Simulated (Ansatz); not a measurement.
# CH₈Al₂OSi: one species, many methods

One table from this session's results is given with a row withheld; the runs are named, their logs left out.

The runs use Ansatz 0.2.0, Gaussian basis; functionals in def2-TZVPP, the program's frozen cores in correlated methods.

Plan: PBE-D4, r2SCAN-D4, PBE0-D4, B3LYP-D4, ωB97X-V, ωB97M-V, B2PLYP; CCSD(T)/def2-TZVPP; MP2/def2-QZVPP; extrapolation to the limit.

**The relaxed structure**

The geometry comes from an earlier relaxation with PBE0-D4 in a triple-zeta def2 set; it is a stationary point, not always the lowest conformer.

SMILES `C[Si](O)([AlH2])[AlH2]`, 13 atoms, charge 0, spin multiplicity 1.

Atoms are counted from 1 here; the program's logs count them from 0.

Bond lengths: C1–Si2 1.884 Å, C1–H6 1.092 Å, C1–H7 1.092 Å, C1–H8 1.093 Å, Si2–O3 1.677 Å, Si2–Al4 2.473 Å, Si2–Al5 2.473 Å, O3–H9 0.958 Å, Al4–H10 1.594 Å, Al4–H11 1.595 Å, Al5–H12 1.594 Å, Al5–H13 1.595 Å. Angles: Si2–C1–H6 110.8°, Si2–C1–H7 110.8°, Si2–C1–H8 110.4°, H6–C1–H7 108.0°, H6–C1–H8 108.4°, H7–C1–H8 108.4°, C1–Si2–O3 104.3°, C1–Si2–Al4 110.4°, C1–Si2–Al5 110.3°, O3–Si2–Al4 112.1°, O3–Si2–Al5 112.1°, Al4–Si2–Al5 107.6°, Si2–O3–H9 116.8°, Si2–Al4–H10 121.0°, Si2–Al4–H11 121.1°, H10–Al4–H11 117.8°, Si2–Al5–H12 121.0°, Si2–Al5–H13 121.1° and more.

The first run:

Contents of in.yaml:

```yaml
crystal:
  periodic: [false, false, false]
  atoms:
    - {symbol: C, position_ang: [-1.849508, -0.319240, 0.230648]}
    - {symbol: Si, position_ang: [0.032235, -0.268644, 0.312345]}
    - {symbol: O, position_ang: [0.421011, -1.317745, 1.561281]}
    - {symbol: Al, position_ang: [1.006965, -0.986271, -1.844623]}
    - {symbol: Al, position_ang: [0.810286, 2.037082, 0.755267]}
    - {symbol: H, position_ang: [-2.202146, -1.332131, 0.024409]}
    - {symbol: H, position_ang: [-2.287298, 0.004479, 1.177475]}
    - {symbol: H, position_ang: [-2.213934, 0.340478, -0.560809]}
    - {symbol: H, position_ang: [1.351973, -1.429341, 1.757949]}
    - {symbol: H, position_ang: [0.455425, -0.412797, -3.226211]}
    - {symbol: H, position_ang: [2.279305, -1.947419, -1.894014]}
    - {symbol: H, position_ang: [0.213237, 3.273996, -0.054278]}
    - {symbol: H, position_ang: [2.002949, 2.322754, 1.775461]}
basis:
  gaussian: {orbitals: def2-TZVPP}
hamiltonian: {xc: pbe, dispersion: d4}
output: {forces: true, orbitals: {seedname: orbitals}}
```

Command:

```
$ ansatz run in.yaml --threads 4 --pin off --events-out ev --progress --plain --max-ram 10444MiB
```

Among the steps run: PBE-D4 (GGA); r2SCAN-D4 (meta-GGA); PBE0-D4 (hybrid); B3LYP-D4 (hybrid); ωB97X-V (range-separated); ωB97M-V (range-separated); B2PLYP (double hybrid); CCSD(T) in def2-TZVPP; MP2 in def2-QZVPP.

One table of the session follows, with a row left open; its other results are not shown here.

It belongs to the step «Atomisation energies». 

| method | atomisation energy (kcal/mol) |
| --- | --- |
| PBE-D4 | 963.8 |
| r2SCAN-D4 | 966.3 |
| PBE0-D4 | 954.8 |
| B3LYP-D4 | 960.5 |
| ωB97X-V | 969.2 |
| ωB97M-V | 963.1 |
| B2PLYP | 948.2 |
| HF/def2-TZVPP | ? |
| MP2/def2-TZVPP | 943.8 |
| CCSD/def2-TZVPP | 929.3 |
| CCSD(T)/def2-TZVPP | 940.5 |
| MP2/CBS | 970.0 |
| CCSD(T)/CBS | 966.7 |

Q: Estimate the row for HF/def2-TZVPP from the others.

The run gave: atomisation energy (kcal/mol): 715.4. In the column «atomisation energy (kcal/mol)» it is the lowest.

To keep in mind: Free atoms (1 C, 1 Si, 1 O, 2 Al, 8 H) were run apart at each level; the atomisation energy is their sum less the molecule, without zero-point or spin-orbit terms.
